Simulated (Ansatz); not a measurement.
A run of Ansatz 0.2.0 is set up as follows.

input.yaml

```yaml
crystal:
  lattice:
    - [4.432465, 0.0, 0.0]
    - [0.0, 4.432465, 0.0]
    - [0.0, 0.0, 4.432465]
  atoms:
    - { symbol: Se, position: [0.0, 0.0, 0.0] }
    - { symbol: Ga, position: [0.5, 0.5, 0.0] }
    - { symbol: Ga, position: [0.5, 0.0, 0.5] }
    - { symbol: Ga, position: [0.0, 0.5, 0.5] }
hamiltonian:
  xc: r2scan
  pseudopotentials: { kind: paw }
kpoints:
  mp_grid: { grid: [6, 6, 6] }
scf:
  occupations: { method: fermi_dirac, width: 0.05 }
output:
  forces: true
  stress: true
  eigenvalues: true
relax:
  f_tol: 0.01
  max_steps: 40
  cell: { stress_tol: 0.05 }
```

Potentials or basis: Ansatz PAW.

The run is started by

```console
$ ansatz run input.yaml --threads 2 --pin off --max-ram 5632MiB --backend cpu --events-out ev --progress --plain --runs-dir out
```

Question: What does it give for the relaxed cell?

Answer: a = 4.368 Å, b = 4.368 Å, c = 4.368 Å, α = 90.00°, β = 90.00°, γ = 90.00°.

Question: Estimate the band gap on the k mesh.

Answer: None (metal or under the smearing width).

Question: What does it give for the relaxed volume?

Answer: 20.83 Å³/atom.

Question: Predict the space group after relaxing (to 0.05 Å).

Answer: Pm-3m (No. 221).

Step by step:
| step | energy change (eV) | largest force (eV/Å) | volume (Å³) |
| --- | --- | --- | --- |
| 1 | 0.0000 | 0.0000 | 87.08 |
| 2 | -0.0216 | 0.0000 | 83.61 |
| 3 | -0.0218 | 0.0000 | 83.31 |
| 4 | -0.0209 | 0.0000 | 83.31 |

Caveat: the plane-wave basis is chosen anew once the cell has moved, so the energies of steps on either side of that aren't comparable; the PAW data sets come from PBE, with cores solved anew for the run's functional, which leaves a small shift of forces and pressure.
